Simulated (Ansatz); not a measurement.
Run this with Ansatz's Python interface and show what comes out.

Script `bh7n2si.py`:
```python
# -*- coding: utf-8 -*-
import ansatz
import numpy as np

BASIS_SET = "cc-pVDZ"
FUNCTIONAL = "r2scan"

mol = (
    ansatz.Crystal.molecule()
    .atom("N", (1.7772, 0.8034, 0.2717))
    .atom("B", (1.0305, -0.4071, -0.2744))
    .atom("N", (-0.2424, -0.2193, -1.0922))
    .atom("Si", (-1.5874, 0.1228, 0.0422))
    .atom("H", (1.1918, 1.2123, 1.0337))
    .atom("H", (2.6512, 0.4505, 0.722))
    .atom("H", (1.5346, -1.4763, -0.2175))
    .atom("H", (-0.4613, -1.1403, -1.534))
    .atom("H", (-1.3719, 1.4221, 0.697))
    .atom("H", (-1.6701, -0.9388, 1.0576))
    .atom("H", (-2.8522, 0.1706, -0.706))
)

base = mol.calculation().basis(gaussian=BASIS_SET).functional(FUNCTIONAL)
symbols = [site.symbol for site in mol.cartesian_sites]
start = np.array([site.position_ang for site in mol.cartesian_sites], dtype=float)
summary = base.relax(force_tolerance=0.005, max_steps=100).run(threads=1).report
end = np.array(summary["positions_ang"])

print(f"E = {summary['free_energy_ev']:.6f} eV = {summary['free_energy_ev'] / 27.211386246:.7f} Ha")
print("converged:", summary["converged"], " doubts:", summary["published_state_doubts"] or "none")

print("bond        before    after (A)")
for i, j in [(0, 1), (0, 4), (0, 5), (1, 2), (1, 6), (2, 3), (2, 7), (3, 8), (3, 9), (3, 10)]:
    d0, d1 = (np.linalg.norm(xyz[i] - xyz[j]) for xyz in (start, end))
    print(f"{symbols[i]}{i}-{symbols[j]}{j}".ljust(10), f"{d0:8.4f} {d1:8.4f}")
with open("bh7n2si_opt.xyz", "w") as handle:
    handle.write(f"{len(symbols)}\nrelaxed BH7N2Si\n")
    handle.writelines(f"{s:2s} {x:11.6f} {y:11.6f} {z:11.6f}\n" for s, (x, y, z) in zip(symbols, end))
```

Running `python bh7n2si.py` prints:
```text
E = -11647.588136 eV = -428.0409690 Ha
converged: True  doubts: none
bond        before    after (A)
N0-B1        1.5235   1.4094
N0-H4        1.0443   1.0131
N0-H5        1.0446   1.0103
B1-N2        1.5246   1.4359
B1-H6        1.1834   1.2102
N2-Si3       1.7925   1.7559
N2-H7        1.0447   1.0154
Si3-H8       1.4708   1.4996
Si3-H9       1.4714   1.5021
Si3-H10      1.4703   1.4967
```

File `bh7n2si_opt.xyz` afterwards:
```text
11
relaxed BH7N2Si
N     1.626726    0.425833    0.605486
B     1.156117   -0.429556   -0.410948
N    -0.240779   -0.584342   -0.704969
Si   -1.618964    0.156760    0.091625
H     1.039662    1.018878    1.179948
H     2.613729    0.550181    0.781673
H     1.965474   -1.055446   -1.057230
H    -0.457512   -1.248068   -1.442258
H    -1.292415    1.582692    0.421512
H    -2.001910   -0.524844    1.374218
H    -2.790128    0.107809   -0.838958
```

Total energies depend on the basis set; only differences at equal settings carry meaning. The end point is the stationary point reached from this start; no frequency run checks that it is a minimum, and the basis set is modest. It ran for 81 s on 1 thread of Arm Neoverse V2, on a shared host, peak memory 0.23 GiB.

(A comment or docstring line of the script was reworded after the run, the code is as it ran; lines on the test bed's own set-up are left out of the output.)
